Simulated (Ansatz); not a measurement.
NbTe under changes of volume

One of the cells (20.101 Å³/atom); the others are scaled copies at fixed shape and fractional positions:

```xyz
2
Lattice="3.4257 0.0000 0.0000 0.0000 3.4257 0.0000 0.0000 0.0000 3.4257" Properties=species:S:1:pos:R:3 pbc="T T T"
Nb    1.7128    1.7128    1.7128
Te    0.0000    0.0000    0.0000
```

The cell was built by a generator and needn't be a form met in nature.

| Item | Value |
| --- | --- |
| Program | Ansatz 0.2.0 |
| Functional | PBE |
| Potentials or basis | Ansatz PAW |
| Cutoff | 420 eV (not typed: the program's choice for these potentials) |
| k mesh | 8 × 8 × 8 |
| Occupations | fermi-dirac, width 0.05 eV |
| Spin | no spin polarisation |

| volume (Å³/atom) | energy over the lowest point (meV/atom) | pressure (GPa) |
| --- | --- | --- |
| 18.895 | 32.72 | 9.4 |
| 19.297 | 13.82 | 5.9 |
| 19.699 | 3.20 | 2.8 |
| 20.101 | 0.00 | 0.0 |
| 20.503 | 3.41 | -2.5 |
| 20.905 | ? | ? |
| 21.307 | 27.29 | -6.7 |

Problem. What does the run at 20.905 Å³/atom give?

Solution. Energy over the lowest point 12.72 meV/atom; pressure -4.7 GPa.

Worked out: A Birch-Murnaghan fit of order 3 (a polynomial in V^(-2/3)) to the other rows has its minimum at 20.09 Å³/atom with B0 = V·E''(V) = 132 GPa and B' = 4.7. It gives 12.71 meV/atom at 20.905 Å³/atom, against the run's 12.72, and -dE/dV = -4.8 GPa, against -4.7.

Energies are extrapolated to zero smearing.
